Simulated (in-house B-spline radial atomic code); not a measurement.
# As²⁶⁺: RPA and G0W0 on different mean-field starts

G0W0 and RPA are one-shot methods. How much does the choice of start matter for As²⁶⁺?

Program: an in-house B-spline radial atomic code, version 1. Level of theory: RPA, second order, AC-SOSEX and G0W0 (contour deformation) on a non-relativistic mean field, all electrons; no spin-orbit coupling, Breit or QED terms. These are calculated values, not measurements, unless marked.

## (1) The atom as given

| Quantity | Value |
| --- | --- |
| element | arsenic (Z = 33) |
| charge | +26 |
| electrons | 7 |
| configuration | [He] 2s2 2p3 |
| Hamiltonian | non-relativistic, point nucleus |
| starts | Hartree-Fock, PBE, BHandHLYP, B3LYP, ωB97X |

The outer shells:

As26+
```
[He] core
2s [↑↓]
2p [↑ ][↑ ][↑ ]
```

## (2) The run with the Hartree-Fock start

The run's settings:

```ini
Z = 33
electrons = 7.0
configuration = [He] 2s2 2p3
hamiltonian = nr
method = hf
lmax = 9
spin_polarised = True
box_radius = 3.38
intervals = 46
```

Command:

```console
$ python run_gw.py task.json out
```

The settings of every run stand in task.json; they run in order.

After this run come: The run with the PBE start; The run with the BHandHLYP start; The run with the B3LYP start; The run with the ωB97X start.

Q: Predict the outcome of this session. Wanted: highest level, mean field; highest level, G0W0; RPA correlation energy; RPA+SOSEX.

**Answer**, as computed:

```
                                       quantity                                                               value
highest level, mean field (range over the runs)                                               -2777.7 to -2708.6 eV
      highest level, G0W0 (range over the runs)                                               -2775.7 to -2774.2 eV
                         RPA correlation energy                                          -0.4819 to -0.4180 hartree
                                      RPA+SOSEX                                          -0.2136 to -0.2075 hartree
    semi-empirical ionisation energy (2p shell)  2766.0 ± 21 eV (NIST Atomic Spectra Database, ionization energies)
            G0W0 removal energy less that value                                                   +8.23 to +9.69 eV
```

What this shows: G0W0 turns a spread of 69.0 eV among the starts into one of 1.5 eV, 2.1 % of it. Without exact exchange the level is bound too weakly, and G0W0 lowers it by 66 eV. The RPA energy is largest in size on PBE and smallest on Hartree-Fock, 13 % apart; over the runs it loosely follows the gap of the start, as smaller excitation energies give more correlation. All G0W0 removal energies agree with the semi-empirical ionisation energy, 2766.0 ± 21 eV, within its uncertainty. Read as a removal energy, the bare PBE level is off by -57.4 eV (-2.1 %) and the nearest bare level, Hartree-Fock's, by +11.7 eV.
